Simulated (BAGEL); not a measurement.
# HF/cc-pVDZ (density fitting with qzvpp-jkfit) run of C2H5NSi (SMILES C[SiH2]C#N)

What is the electronic atomisation energy of C2H5NSi at HF/cc-pVDZ (density fitting with qzvpp-jkfit)? 

The results are computed with BAGEL 1.2.2.

25 further runs of the same task are left out: 7 that didn't finish, 18 set aside as unsound or not needed.

### 1 Starting point

C2H5NSi has 9 atoms, charge 0, and is taken as a singlet. SMILES: `C[SiH2]C#N`. Geometry: relaxed at PBE0-D4/def2-TZVP.

Bond lengths: C1–Si2 1.859 Å, Si2–C3 1.855 Å, C3–N4 1.152 Å, C1–H5 1.092 Å, C1–H6 1.092 Å, C1–H7 1.092 Å, Si2–H8 1.482 Å, Si2–H9 1.482 Å. Some angles: C1–Si2–C3 108.8°, Si2–C3–N4 178.8°, C1–Si2–H8 112.7°, C1–Si2–H9 112.7°, C3–Si2–H8 106.1°, C3–Si2–H9 106.1°, Si2–C1–H5 110.7°, Si2–C1–H6 110.7°, Si2–C1–H7 110.1°, H8–Si2–H9 110.0°.

### 2 A single-point energy at HF/cc-pVDZ (density fitting with qzvpp-jkfit)

input.json reads:

```json
{ "bagel" : [

{
  "title" : "molecule",
  "basis" : "cc-pvdz.json",
  "df_basis" : "qzvpp-jkfit",
  "angstrom" : "true",
  "geometry" : [
    { "atom" : "C", "xyz" : [   -0.672000,    0.931100,   -0.497500 ] },
    { "atom" : "Si", "xyz" : [   -0.146800,   -0.554600,    0.488300 ] },
    { "atom" : "C", "xyz" : [    1.638300,   -0.910100,    0.129800 ] },
    { "atom" : "N", "xyz" : [    2.747300,   -1.112400,   -0.107600 ] },
    { "atom" : "H", "xyz" : [   -0.554100,    0.746100,   -1.566800 ] },
    { "atom" : "H", "xyz" : [   -0.072800,    1.803400,   -0.229800 ] },
    { "atom" : "H", "xyz" : [   -1.721900,    1.160400,   -0.300900 ] },
    { "atom" : "H", "xyz" : [   -0.893300,   -1.779400,    0.117000 ] },
    { "atom" : "H", "xyz" : [   -0.236400,   -0.330800,    1.950300 ] }
  ]
},
{
  "title" : "hf"
},
{
  "title" : "print",
  "file" : "orbitals.molden",
  "orbitals" : "true"
}

]}
```

The basis set cc-pVDZ is read from a file made from the Basis Set Exchange's data (not shown).

Run with:

```bash
BAGEL_NUM_THREADS=1 BAGEL input.json > input.out
```

The program printed:

```text
* using 1 threads per process

  ===============================================================
  ===============================================================

  *** Geometry ***

  { "atom" : "C", "xyz" : [     -1.269896,      1.759524,     -0.940139 ] },
  { "atom" : "Si", "xyz" : [     -0.277412,     -1.048042,      0.922753 ] },
  { "atom" : "C", "xyz" : [      3.095938,     -1.719840,      0.245286 ] },
  { "atom" : "N", "xyz" : [      5.191645,     -2.102131,     -0.203335 ] },
  { "atom" : "H", "xyz" : [     -1.047097,      1.409925,     -2.960823 ] },
  { "atom" : "H", "xyz" : [     -0.137572,      3.407932,     -0.434259 ] },
  { "atom" : "H", "xyz" : [     -3.253919,      2.192838,     -0.568619 ] },
  { "atom" : "H", "xyz" : [     -1.688092,     -3.362579,      0.221098 ] },
  { "atom" : "H", "xyz" : [     -0.446731,     -0.625121,      3.685533 ] },

  Number of auxiliary basis functions:      445

  Since a DF basis is specified, we compute 2- and 3-index integrals:
    o Being stored without compression. Storage requirement is 0.026 GB

  Number of basis functions:       85
  Number of electrons      :       38

    * METHOD: MOLECULE                             0.21

  *** RHF ***

  === Nuclear Repulsion ===
   138.0890289152

      * DIIS with orbital gradients will be used.

  === RHF iteration (cc-pvdz.json) ===
      0       -421.86359311          0.01538598           0.05
      1       -421.97989932          0.01117148           0.05
      2       -422.04256368          0.00243420           0.05
      3       -422.04621102          0.00089714           0.05
      4       -422.04671252          0.00011129           0.05
      5       -422.04672496          0.00003409           0.05
      6       -422.04672647          0.00001316           0.05
      7       -422.04672667          0.00000298           0.05
      8       -422.04672668          0.00000173           0.05
      9       -422.04672668          0.00000091           0.05
     10       -422.04672669          0.00000041           0.05
     11       -422.04672669          0.00000010           0.05
     12       -422.04672669          0.00000003           0.05
     13       -422.04672669          0.00000001           0.05
    * SCF iteration converged.

    * Permanent dipole moment:
           (    1.471407,    -0.550068,    -0.092250) a.u.

    * METHOD: HF                                   0.85

    * METHOD: PRINT                                0.02

  ===============================================================
```

Wall time 1.2 s (1 thread of Arm Neoverse V1, shared host); peak memory 0.11 GiB.

### 3 The C atom

job.json reads:

```json
{ "bagel" : [

{
  "title" : "molecule",
  "basis" : "cc-pvdz.json",
  "df_basis" : "qzvpp-jkfit",
  "angstrom" : true,
  "geometry" : [
    { "atom" : "C", "xyz" : [       0.000000,       0.000000,       0.000000 ] }
  ]
},

{ "title" : "uhf", "nopen" : 2 },

{ "title" : "print", "file" : "orbitals.molden", "orbitals" : true }

]}
```

The basis set cc-pVDZ is read from a file made from the Basis Set Exchange's data (not shown).

Run with:

```bash
BAGEL_NUM_THREADS=1 BAGEL job.json > job.out
```

The program printed:

```text
* using 1 threads per process

  ===============================================================
  ===============================================================

  *** Geometry ***

  { "atom" : "C", "xyz" : [      0.000000,      0.000000,      0.000000 ] },

  Number of auxiliary basis functions:       75

  Since a DF basis is specified, we compute 2- and 3-index integrals:
    o Being stored without compression. Storage requirement is 0.000 GB

  Number of basis functions:       14
  Number of electrons      :        6

    * METHOD: MOLECULE                             0.01

  *** Open-shell HF ***

  === Nuclear Repulsion ===
     0.0000000000

      * DIIS with orbital gradients will be used.

  === UHF iteration (cc-pvdz.json) ===
      0        -37.66517948          0.01315956           0.00
      1        -37.68355833          0.00411354           0.00
      2        -37.68599982          0.00165153           0.00
      3        -37.68653559          0.00008014           0.00
      4        -37.68654179          0.00000983           0.00
      5        -37.68654209          0.00000270           0.00
      6        -37.68654210          0.00000063           0.00
      7        -37.68654210          0.00000001           0.00
    * SCF iteration converged.

    * S^2 (UHF) is 2.0063

    * Permanent dipole moment:
           (   -0.000000,     0.000000,    -0.000000) a.u.

    * METHOD: UHF                                  0.02

    * METHOD: PRINT                                0.00

  ===============================================================
```

Wall time 0.14 s (1 thread of Arm Neoverse V1, shared host).

### 4 The H atom, same level

job.json reads:

```json
{ "bagel" : [

{
  "title" : "molecule",
  "basis" : "cc-pvdz.json",
  "df_basis" : "qzvpp-jkfit",
  "angstrom" : true,
  "geometry" : [
    { "atom" : "H", "xyz" : [       0.000000,       0.000000,       0.000000 ] }
  ]
},

{ "title" : "uhf", "nopen" : 1 },

{ "title" : "print", "file" : "orbitals.molden", "orbitals" : true }

]}
```

The basis set cc-pVDZ is read from a file made from the Basis Set Exchange's data (not shown).

Run the same way, it converges to -0.49928 Eh (log not shown).

### 5 The N atom

calc.json reads:

```json
{ "bagel": [

{
  "title": "molecule",
  "basis": "cc-pvdz.json",
  "df_basis": "qzvpp-jkfit",
  "angstrom": true,
  "geometry": [
    { "atom": "N", "xyz": [       0.000000,       0.000000,       0.000000 ] }
  ]
},

{ "title": "uhf", "charge": 0, "nopen": 3 },

{ "title": "print", "file": "orbitals.molden", "orbitals": true }

]}
```

The basis set cc-pVDZ is read from a file made from the Basis Set Exchange's data (not shown).

Run with:

```bash
BAGEL_NUM_THREADS=1 BAGEL calc.json > calc.out
```

The program printed:

```text
* using 1 threads per process

  ===============================================================
  ===============================================================

  *** Geometry ***

  { "atom" : "N", "xyz" : [      0.000000,      0.000000,      0.000000 ] },

  Number of auxiliary basis functions:       77

  Since a DF basis is specified, we compute 2- and 3-index integrals:
    o Being stored without compression. Storage requirement is 0.000 GB

  Number of basis functions:       14
  Number of electrons      :        7

    * METHOD: MOLECULE                             0.01

  *** Open-shell HF ***

  === Nuclear Repulsion ===
     0.0000000000

      * DIIS with orbital gradients will be used.

  === UHF iteration (cc-pvdz.json) ===
      0        -54.37595776          0.01301855           0.00
      1        -54.38908393          0.00382714           0.00
      2        -54.39079529          0.00140996           0.00
      3        -54.39110422          0.00004125           0.00
      4        -54.39110643          0.00001619           0.00
      5        -54.39110663          0.00000247           0.00
      6        -54.39110664          0.00000007           0.00
      7        -54.39110664          0.00000000           0.00
    * SCF iteration converged.

    * S^2 (UHF) is 3.7540

    * Permanent dipole moment:
           (   -0.000000,     0.000000,     0.000000) a.u.

    * METHOD: UHF                                  0.02

    * METHOD: PRINT                                0.00

  ===============================================================
```

Run time: 0.14 s. Hardware: 1 thread of Arm Neoverse V1, shared host.

### 6 The Si atom, same level

job.json reads:

```json
{ "bagel": [

{
  "title": "molecule",
  "basis": "cc-pvdz.json",
  "df_basis": "qzvpp-jkfit",
  "angstrom": true,
  "geometry": [
    { "atom": "Si", "xyz": [       0.000000,       0.000000,       0.000000 ] }
  ]
},

{ "title": "uhf", "nopen": 2 },

{ "title": "print", "file": "orbitals.molden", "orbitals": true }

]}
```

The basis set cc-pVDZ is read from a file made from the Basis Set Exchange's data (not shown).

Run the same way, it converges to -288.85008 Eh (log not shown).

### 7 Results

At HF/cc-pVDZ (density fitting with qzvpp-jkfit):

```
                     quantity          value
       molecule: total energy  -422.04673 Eh
      molecule: dipole moment         4.00 D
        molecule: HOMO energy      -12.48 eV
        molecule: LUMO energy        3.38 eV
      molecule: HOMO–LUMO gap       15.85 eV
         C atom: total energy   -37.68654 Eh
        C atom: dipole moment         0.00 D
                 C atom: ⟨S²⟩          2.006
         H atom: total energy    -0.49928 Eh
        H atom: dipole moment         0.00 D
                 H atom: ⟨S²⟩          0.750
         N atom: total energy   -54.39111 Eh
        N atom: dipole moment         0.00 D
                 N atom: ⟨S²⟩          3.754
        Si atom: total energy  -288.85008 Eh
       Si atom: dipole moment         0.00 D
                Si atom: ⟨S²⟩          2.011
electronic atomisation energy      25.472 eV
```

**Reading.** Taking the molecule apart into free atoms costs 25.47 eV (2458 kJ/mol), before zero-point energy and without spin-orbit coupling. Hartree–Fock lacks the correlation of the bonding pairs, which as a rule makes this value much too low; in minimal bases other errors can mask that.
